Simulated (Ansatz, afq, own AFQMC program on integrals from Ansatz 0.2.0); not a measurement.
# Ge2H2 (triplet): AFQMC on the coupled-cluster ladder at angle Ge2–Ge1–H3 = 137.3°, cc-pVDZ

How near does AFQMC come to the top of the ladder for Ge2H2 (triplet)?

Method: cc-pVDZ, frozen cores; program: Ansatz 0.2.0, Gaussian basis, and an in-house AFQMC program (afq) on its integrals; all values are calculated.

To be run: PBE (unrestricted); r2SCAN (unrestricted); PBE0 (unrestricted); B3LYP (unrestricted); wB97M-V (unrestricted); B2PLYP (unrestricted); CCSD(T) on UHF; CCSDT(Q) on UHF; Phaseless AFQMC, CISD trial on UHF.

2 further runs of the same task are left out: 2 that didn't finish.

## 1. The geometry

The geometry derives from a PBE0/def2-TZVP stationary point (not a proven minimum). One angle is set to the value named; bond lengths are kept. No spin-orbit coupling is included. The filled d shell of Ge may be among the frozen orbitals whatever the setting's name suggests; the logs give the count.

4 atoms, charge 0, spin multiplicity 3.

Atoms are counted from 1 here; the program's logs count them from 0.

Bond lengths: Ge1–Ge2 2.407 Å, Ge1–H3 1.581 Å, Ge2–H4 1.581 Å. Angles: Ge2–Ge1–H3 137.3°, Ge1–Ge2–H4 103.7°.

## 2. PBE (unrestricted)

Input file in.yaml:

```yaml
crystal:
  periodic: [false, false, false]
  atoms:
    - {symbol: Ge, position_ang: [0.000000, 0.289686, 1.162387]}
    - {symbol: Ge, position_ang: [0.000000, -0.286100, -1.174386]}
    - {symbol: H, position_ang: [0.000000, 1.608812, 2.034106]}
    - {symbol: H, position_ang: [0.000000, -1.867227, -1.169428]}
basis:
  gaussian: {orbitals: cc-pVDZ}
magnetization: {spin_polarized: true, initial_magnetization: 2}
hamiltonian: {xc: {name: PBE}}
output: {orbitals: {seedname: orbitals}}
```

Launch:

```console
ansatz run in.yaml --threads 1 --pin off --events-out ev --progress --plain --max-ram 1382MiB
```

Log:

```text
Functional definition: PBE
  name "PBE"
  cite "Perdew, Burke & Ernzerhof, Phys. Rev. Lett. 77, 3865 (1996) doi:10.1103/PhysRevLett.77.3865"
  parent pbe
  parameter kappa = 0.804
  parameter beta = 0.06672455060314922
  exchange = pbe_x(kappa = kappa, mu = beta*pi^2/3)
  correlation = pbe_c(beta = beta)
742 factors; integrals over basis functions are off by at most 1.3e-3 eV
mean field evaluation 1: about -113047.3198 eV, gradient 8.3e0 eV
mean field evaluation 2: about -113047.4897 eV, gradient 6.3e0 eV
mean field evaluation 4: about -113047.8516 eV, gradient 1.4e0 eV
mean field evaluation 8: about -113047.8662 eV, gradient 1.5e-2 eV
mean field evaluation 16: about -113047.8662 eV, gradient 5.9e-5 eV
mean field evaluation 32: about -113046.2998 eV, gradient 7.9e-6 eV
mean field -113047.86622264 eV, -4154.4324570863 hartree, gradient 5.9e-5 eV, S^2 2.003368; 7 other end points of the search recorded, 0 dependent functions left out
reference -113047.86625523 eV, -4154.4324582840 hartree; 34, 32 occupied and 30, 32 virtual orbitals, 742 factors
Total energy: -113047.86625523 eV, -4154.4324582840 hartree
```

Run time: 6 s. Hardware: 1 thread of Arm Neoverse V2, shared host.

From the report: ⟨S²⟩ of the determinant 2.003 (pure triplet: 2.00).

## 3. r2SCAN (unrestricted)

in.yaml, as its differences from that of step 2:

```diff
@@ -10,3 +10,2 @@
 magnetization: {spin_polarized: true, initial_magnetization: 2}
-hamiltonian: {xc: {name: PBE}}
-output: {orbitals: {seedname: orbitals}}
+hamiltonian: {xc: {name: r2SCAN}}
```

Same command.

Log (excerpt; [...] marks lines left out):

```text
Functional definition: r2SCAN
  name "r2SCAN"
  cite "Furness, Kaplan, Ning, Perdew & Sun, J. Phys. Chem. Lett. 11, 8208 (2020) doi:10.1021/acs.jpclett.0c02405"
  cite "Furness, Kaplan, Ning, Perdew & Sun, J. Phys. Chem. Lett. 11, 9248 (2020) doi:10.1021/acs.jpclett.0c03077"
  parent r2scan
[...]
742 factors; integrals over basis functions are off by at most 1.3e-3 eV
[...]
mean field -113064.32852655 eV, -4155.0374355963 hartree, gradient 5.2e-5 eV, S^2 2.009161; 4 other end points of the search recorded, 0 dependent functions left out
reference -113064.32853717 eV, -4155.0374359867 hartree; 34, 32 occupied and 30, 32 virtual orbitals, 742 factors
Total energy: -113064.32853717 eV, -4155.0374359867 hartree
```

It took 11 s on 1 thread of Arm Neoverse V2, shared host.

From the report: ⟨S²⟩ of the determinant 2.009 (pure triplet: 2.00).

## 4. PBE0 (unrestricted)

in.yaml, as its differences from that of step 3:

```diff
@@ -10,2 +10,3 @@
 magnetization: {spin_polarized: true, initial_magnetization: 2}
-hamiltonian: {xc: {name: r2SCAN}}
+hamiltonian: {xc: {name: PBE0}}
+output: {orbitals: {seedname: orbitals}}
```

Same command.

Log:

```text
Functional definition: PBE0
  name "PBE0"
  cite "Adamo & Barone, J. Chem. Phys. 110, 6158 (1999) doi:10.1063/1.478522"
  cite "Perdew, Burke & Ernzerhof, Phys. Rev. Lett. 77, 3865 (1996) doi:10.1103/PhysRevLett.77.3865"
  parent pbe
  parameter a = 0.25
  parameter kappa = 0.804
  parameter beta = 0.06672455060314922
  exchange = (1 - a)*pbe_x(kappa = kappa, mu = beta*pi^2/3) + a*exact_x
  correlation = pbe_c(beta = beta)
742 factors; integrals over basis functions are off by at most 1.3e-3 eV
mean field evaluation 1: about -113050.4372 eV, gradient 5.2e0 eV
mean field evaluation 2: about -113050.6179 eV, gradient 2.6e0 eV
mean field evaluation 4: about -113050.6842 eV, gradient 5.1e-1 eV
mean field evaluation 8: about -113050.6984 eV, gradient 5.3e-2 eV
mean field evaluation 16: about -113050.6985 eV, gradient 3.9e-4 eV
mean field -113050.69854540 eV, -4154.5365430277 hartree, gradient 2.6e-5 eV, S^2 2.006861; 1 other end points of the search recorded, 0 dependent functions left out
reference -113050.69856993 eV, -4154.5365439294 hartree; 34, 32 occupied and 30, 32 virtual orbitals, 742 factors
Total energy: -113050.69856993 eV, -4154.5365439294 hartree
```

Run time: 3.5 s. Hardware: 1 thread of Arm Neoverse V2, shared host.

From the report: ⟨S²⟩ of the determinant 2.007 (pure triplet: 2.00).

## 5. B3LYP (unrestricted)

in.yaml, as its differences from that of step 4:

```diff
@@ -10,3 +10,2 @@
 magnetization: {spin_polarized: true, initial_magnetization: 2}
-hamiltonian: {xc: {name: PBE0}}
-output: {orbitals: {seedname: orbitals}}
+hamiltonian: {xc: {name: B3LYP}}
```

The command is unchanged.

Log (excerpt; [...] marks lines left out):

```text
Functional definition: B3LYP
  name "B3LYP"
  cite "Stephens, Devlin, Chabalowski & Frisch, J. Phys. Chem. 98, 11623 (1994) doi:10.1021/j100096a001"
  cite "Becke, Phys. Rev. A 38, 3098 (1988) doi:10.1103/PhysRevA.38.3098"
  cite "Lee, Yang & Parr, Phys. Rev. B 37, 785 (1988) doi:10.1103/PhysRevB.37.785"
  cite "Vosko, Wilk & Nusair, Can. J. Phys. 58, 1200 (1980) doi:10.1139/p80-159"
[...]
742 factors; integrals over basis functions are off by at most 1.3e-3 eV
[...]
mean field -113067.62431565 eV, -4155.1585536118 hartree, gradient 4.3e-5 eV, S^2 2.004326; 1 other end points of the search recorded, 0 dependent functions left out
reference -113067.62453231 eV, -4155.1585615738 hartree; 34, 32 occupied and 30, 32 virtual orbitals, 742 factors
Total energy: -113067.62453231 eV, -4155.1585615738 hartree
```

Wall time 3.4 s (1 thread of Arm Neoverse V2, shared host).

From the report: ⟨S²⟩ of the determinant 2.004 (pure triplet: 2.00).

## 6. wB97M-V (unrestricted)

in.yaml, as its differences from that of step 5:

```diff
@@ -10,2 +10,3 @@
 magnetization: {spin_polarized: true, initial_magnetization: 2}
-hamiltonian: {xc: {name: B3LYP}}
+hamiltonian: {xc: {name: wB97M-V}}
+output: {orbitals: {seedname: orbitals}}
```

The command is unchanged.

Log (excerpt; [...] marks lines left out):

```text
Functional definition: wB97M-V
  name "wB97M-V"
  cite "Mardirossian & Head-Gordon, J. Chem. Phys. 144, 214110 (2016) doi:10.1063/1.4952647"
  cite "Becke, J. Chem. Phys. 107, 8554 (1997) doi:10.1063/1.475007"
  cite "Vydrov & Van Voorhis, J. Chem. Phys. 133, 244103 (2010) doi:10.1063/1.3521275"
  # Of w^i u^j: cxij and so on, Table III.
[...]
  gx(w, u) = 1 - cx + cx01*u + cx10*w
  gss(w, u) = css00 + css04*u^4 + css10*w + css20*w^2 + css43*w^4*u^3
  gos(w, u) = cos00 + cos10*w + (cos20 + cos21*u)*w^2 + (cos60 + cos61*u)*w^6
[...]
      + integral(e_c_pw_mod_opposite_spin*gos(b97_w_opposite, b97_u_opposite)) + vv10(b, c)
742 factors; integrals over basis functions are off by at most 1.3e-3 eV
200 factors; integrals over basis functions are off by at most 4.4e-6 eV
[...]
mean field -113058.42819854 eV, -4154.8206025413 hartree, gradient 3.4e-5 eV, S^2 2.007844; 3 other end points of the search recorded, 0 dependent functions left out
reference -113058.42823226 eV, -4154.8206037806 hartree; 34, 32 occupied and 30, 32 virtual orbitals, 742 factors
Total energy: -113058.42823226 eV, -4154.8206037806 hartree
```

Run time: 19 s. Hardware: 1 thread of Arm Neoverse V2, shared host; peak memory 0.31 GiB.

From the report: ⟨S²⟩ of the determinant 2.008 (pure triplet: 2.00).

## 7. B2PLYP (unrestricted)

in.yaml, as its differences from that of step 6:

```diff
@@ -10,3 +10,3 @@
 magnetization: {spin_polarized: true, initial_magnetization: 2}
-hamiltonian: {xc: {name: wB97M-V}}
-output: {orbitals: {seedname: orbitals}}
+hamiltonian: {xc: {name: B2PLYP}}
+correlation: {electrons: outside_noble_gas}
```

Launched as before.

Log (excerpt; [...] marks lines left out):

```text
Functional definition: B2PLYP
  name "B2PLYP"
  cite "Grimme, J. Chem. Phys. 124, 034108 (2006) doi:10.1063/1.2148954"
  cite "Becke, Phys. Rev. A 38, 3098 (1988) doi:10.1103/PhysRevA.38.3098"
  cite "Lee, Yang & Parr, Phys. Rev. B 37, 785 (1988) doi:10.1103/PhysRevB.37.785"
[...]
742 factors; integrals over basis functions are off by at most 1.3e-3 eV
[...]
mean field -113040.69238361 eV, -4154.1688233645 hartree, gradient 6.6e-6 eV, S^2 2.011044; 4 other end points of the search recorded, 0 dependent functions left out
28 core orbitals not correlated: weight in the atoms' cores, before any rotation towards them, 0.999 or more for the frozen orbitals, at most 0.001 for the correlated occupied ones
reference -113040.69252192 eV, -4154.1688284471 hartree; 6, 4 occupied and 30, 32 virtual orbitals, 742 factors
second order -5.15103695 eV of doubles, -0.00000000 eV of singles
Total energy: -113042.08330189 eV, -4154.2199386685 hartree
```

It took 5.5 s on 1 thread of Arm Neoverse V2, shared host.

From the report: ⟨S²⟩ of the determinant 2.011 (pure triplet: 2.00).

## 8. CCSD(T) on UHF

in.yaml, as its differences from that of step 7:

```diff
@@ -10,3 +10,2 @@
 magnetization: {spin_polarized: true, initial_magnetization: 2}
-hamiltonian: {xc: {name: B2PLYP}}
-correlation: {electrons: outside_noble_gas}
+correlation: {method: ccsd_t, electrons: outside_noble_gas, hamiltonian_folder: ham}
```

Launched as before.

Log (excerpt; [...] marks lines left out):

```text
Functional definition: HF
  name "HF"
  cite "Fock, Z. Phys. 61, 126 (1930) doi:10.1007/BF01340294"
  parent pbe
[...]
742 factors; integrals over basis functions are off by at most 1.3e-3 eV
[...]
mean field -112975.22668311 eV, -4151.7630032452 hartree, gradient 2.1e-6 eV, S^2 2.022202; 11 other end points of the search recorded, 0 dependent functions left out
determinant -112975.22668311 eV, -4151.7630032452 hartree, with singles and doubles -112980.12260720 eV, -4151.9429251371 hartree
determinant -112974.07532337 eV, -4151.7206915553 hartree, with singles and doubles -112978.82997443 eV, -4151.8954217587 hartree
determinant -112973.94702220 eV, -4151.7159765741 hartree, with singles and doubles -112978.89248088 eV, -4151.8977188284 hartree
determinant -112973.88544635 eV, -4151.7137137036 hartree, with singles and doubles -112978.63757682 eV, -4151.8883512773 hartree
determinant -112973.57923094 eV, -4151.7024604945 hartree, with singles and doubles -112978.70720323 eV, -4151.8909100006 hartree
determinant -112972.25745708 eV, -4151.6538862011 hartree, with singles and doubles -112977.60416508 eV, -4151.8503740962 hartree
determinant -112971.84664191 eV, -4151.6387890223 hartree, with singles and doubles -112977.45099644 eV, -4151.8447452523 hartree
28 core orbitals not correlated: weight in the atoms' cores, before any rotation towards them, 1.000 or more for the frozen orbitals, at most 0.000 for the correlated occupied ones
reference -112975.22668311 eV, -4151.7630032452 hartree; 6, 4 occupied and 30, 32 virtual orbitals, 742 factors
second order -3.86558599 eV of doubles, -0.00000000 eV of singles
cycle   1  -4.89615250 eV  change   -2.3e-4 eV  update   2.5e-3
[...]
cycle   9  -4.89818113 eV  change    2.9e-6 eV  update   3.9e-6
perturbative correction -0.18317953 eV, -0.0067317236 hartree
Total energy: -112980.30804377 eV, -4151.9497398051 hartree
```

It took 11 s on 1 thread of Arm Neoverse V2, shared host.

From the report: ⟨S²⟩ of the determinant 2.022 (pure triplet: 2.00); correlation -5.0814 eV; T1 0.036; largest double amplitude 0.11.

This run also writes the integrals to the folder ham.

## 9. CCSDT(Q) on UHF

in.yaml, as its differences from that of step 8:

```diff
@@ -10,2 +10,2 @@
 magnetization: {spin_polarized: true, initial_magnetization: 2}
-correlation: {method: ccsd_t, electrons: outside_noble_gas, hamiltonian_folder: ham}
+correlation: {method: ccsdt_q, electrons: outside_noble_gas}
```

The command is unchanged.

Log (excerpt; [...] marks lines left out):

```text
Functional definition: HF
  name "HF"
  cite "Fock, Z. Phys. 61, 126 (1930) doi:10.1007/BF01340294"
  parent pbe
[...]
1273 factors; integrals over basis functions are off by at most 1.6e-7 eV
[...]
mean field -112975.22680389 eV, -4151.7630076838 hartree, gradient 2.3e-6 eV, S^2 2.022202; 11 other end points of the search recorded, 0 dependent functions left out
determinant -112975.22680389 eV, -4151.7630076838 hartree, with singles and doubles -112980.12272930 eV, -4151.9429296239 hartree
determinant -112974.07544774 eV, -4151.7206961257 hartree, with singles and doubles -112978.83010060 eV, -4151.8954263954 hartree
determinant -112973.94714582 eV, -4151.7159811171 hartree, with singles and doubles -112978.89260440 eV, -4151.8977233678 hartree
determinant -112973.88556609 eV, -4151.7137181040 hartree, with singles and doubles -112978.63768891 eV, -4151.8883553964 hartree
determinant -112973.57934619 eV, -4151.7024647300 hartree, with singles and doubles -112978.70731958 eV, -4151.8909142761 hartree
determinant -112972.25757489 eV, -4151.6538905307 hartree, with singles and doubles -112977.60428642 eV, -4151.8503785554 hartree
determinant -112971.84675858 eV, -4151.6387933098 hartree, with singles and doubles -112977.45110248 eV, -4151.8447491492 hartree
28 core orbitals not correlated: weight in the atoms' cores, before any rotation towards them, 1.000 or more for the frozen orbitals, at most 0.000 for the correlated occupied ones
reference -112975.22680389 eV, -4151.7630076838 hartree; 6, 4 occupied and 30, 32 virtual orbitals, 1273 factors
second order -3.86561191 eV of doubles, -0.00000000 eV of singles
cycle   1  -4.54815386 eV  change   -6.8e-1 eV  update   9.2e-2
[...]
cycle  19  -5.13077064 eV  change   -9.3e-7 eV  update   4.2e-7
perturbative correction -0.01279699 eV, -0.0004702806 hartree
Total energy: -112980.37037151 eV, -4151.9520303076 hartree
```

Wall time 27 s (1 thread of Arm Neoverse V2, shared host); peak memory 0.32 GiB.

From the report: ⟨S²⟩ of the determinant 2.022 (pure triplet: 2.00); correlation -5.1436 eV; T1 0.043; largest double amplitude 0.15.

## 10. Phaseless AFQMC, CISD trial on UHF

It reads the integrals that the CCSD(T) run on this determinant wrote.

Launch:

```console
afq ham --method phaseless --trial cisd --walkers 60 --populations 1 --least-time 40 --time-step 0.005 --steps-per-block 50 --equilibration-blocks 28 --max-blocks 300 --target-error 0.00038 --factor-cut 1e-05 --start spin_pure --seed 7235 --release-times 0.24,0.51,0.99,1.62,2.4 --release-step 0.03 --release-every 4 --taylor-order 6
```

Log:

```text
orbitals 36  electrons 6 4  factors 292 of 742
reference energy -4151.76300325 Eh
CCSD correlation -0.18000481 Eh in 13 cycles, weight of the determinant in the CISD state 0.8434
energy of the start -4151.942421 Eh
 block  time / (1/Eh)  mean weight  energy / Eh
     1     0.250  0.9997  -4151.940147
     2     0.500  0.9995  -4151.940522
     3     0.750  0.9990  -4151.941807
     4     1.000  0.9992  -4151.941717
     5     1.250  0.9986  -4151.943792
     6     1.500  0.9989  -4151.946220
     7     1.750  0.9992  -4151.947993
     8     2.000  1.0000  -4151.948680
     9     2.250  1.0005  -4151.949252
    10     2.500  1.0008  -4151.948290
    17     4.250  1.0018  -4151.954746
    25     6.250  1.0005  -4151.951048
    33     8.250  0.9996  -4151.949009
    41    10.250  0.9988  -4151.953876
    49    12.250  1.0001  -4151.948208
    57    14.250  0.9996  -4151.956497
    65    16.250  0.9998  -4151.958367
    73    18.250  0.9991  -4151.948448
    81    20.250  1.0017  -4151.957046
    89    22.250  0.9996  -4151.948849
    97    24.250  1.0007  -4151.946925
   105    26.250  0.9989  -4151.947376
   113    28.250  1.0019  -4151.951737
   121    30.250  0.9996  -4151.950260
   129    32.250  1.0010  -4151.950461
   137    34.250  0.9999  -4151.945036
   145    36.250  1.0012  -4151.949004
   153    38.250  0.9994  -4151.957720
   161    40.250  1.0004  -4151.949454
   169    42.250  0.9988  -4151.952496
   177    44.250  0.9996  -4151.948526
   185    46.250  0.9992  -4151.945295
   193    48.250  1.0009  -4151.952165
   201    50.250  1.0012  -4151.950394
   209    52.250  1.0017  -4151.956534
   217    54.250  1.0024  -4151.952423
   225    56.250  1.0013  -4151.952233
   233    58.250  1.0007  -4151.962930
   241    60.250  1.0020  -4151.948515
   249    62.250  0.9990  -4151.958859
   257    64.250  1.0016  -4151.955564
   265    66.250  1.0004  -4151.951471
   273    68.250  0.9995  -4151.955547
   281    70.250  0.9999  -4151.945786
   289    72.250  1.0005  -4151.952639
   297    74.250  0.9996  -4151.954531
   305    76.250  1.0005  -4151.956913
   313    78.250  1.0011  -4151.950854
   321    80.250  1.0022  -4151.951050
blocks merged  error / Eh  count
     1  0.000200  300
     2  0.000261  150
     4  0.000325  75
     8  0.000372  37
    16  0.000429  18
    32  0.000415  9
released: time / (1/Eh)  energy / Eh  error  mean overlap
  0.24  -4151.951597  0.000326  1.0031
  0.51  -4151.951527  0.000326  1.0079
  0.99  -4151.951012  0.000368  1.0273
  1.62  -4151.950870  0.000496  1.0487
  2.40  -4151.951356  0.000576  1.0315
energy -4151.951311 +/- 0.000429 Eh
```

It took 5.3 min on 1 thread of Arm Neoverse V2, shared host.

Energy -112980.3508 ± 0.0117 eV. Caveats: constraint bias not in the error.

## 11. All levels side by side

On the UHF determinant, counted from CCSDT(Q) (a yardstick, not exact):

| level | energy (eV) | from CCSDT(Q) (kcal/mol) | statistical error (kcal/mol) | time |
| --- | --- | --- | --- | --- |
| HF | -112975.2267 | +118.62 |  |  |
| MP2 | -112979.0923 | +29.47 |  |  |
| CCSD | -112980.1249 | +5.66 |  |  |
| CCSD(T) | -112980.3080 | +1.44 |  |  |
| CCSDT(Q) | -112980.3704 | 0.00 |  |  |
| Phaseless AFQMC, CISD trial, step 0.005, 60 walkers | -112980.3508 | +0.45 | 0.27 | 5.3 min |

The functionals' totals stand on their own zeros and serve differences with other points: PBE -113047.866 eV; r2SCAN -113064.329 eV; PBE0 -113050.699 eV; B3LYP -113067.625 eV; wB97M-V -113058.428 eV; B2PLYP -113042.083 eV.

## 12. Outcome

```
                                        quantity                  value
                    CCSD(T) on UHF from CCSDT(Q)         +1.44 kcal/mol
Phaseless AFQMC, CISD trial on UHF from CCSDT(Q)  +0.45 ± 0.27 kcal/mol
```

**Reading.** On UHF the phaseless walk with the CISD trial lies +0.45 kcal/mol from CCSDT(Q), within three error bars. Error bars are statistical and leave out the constraint, the time step and what remains of the start.
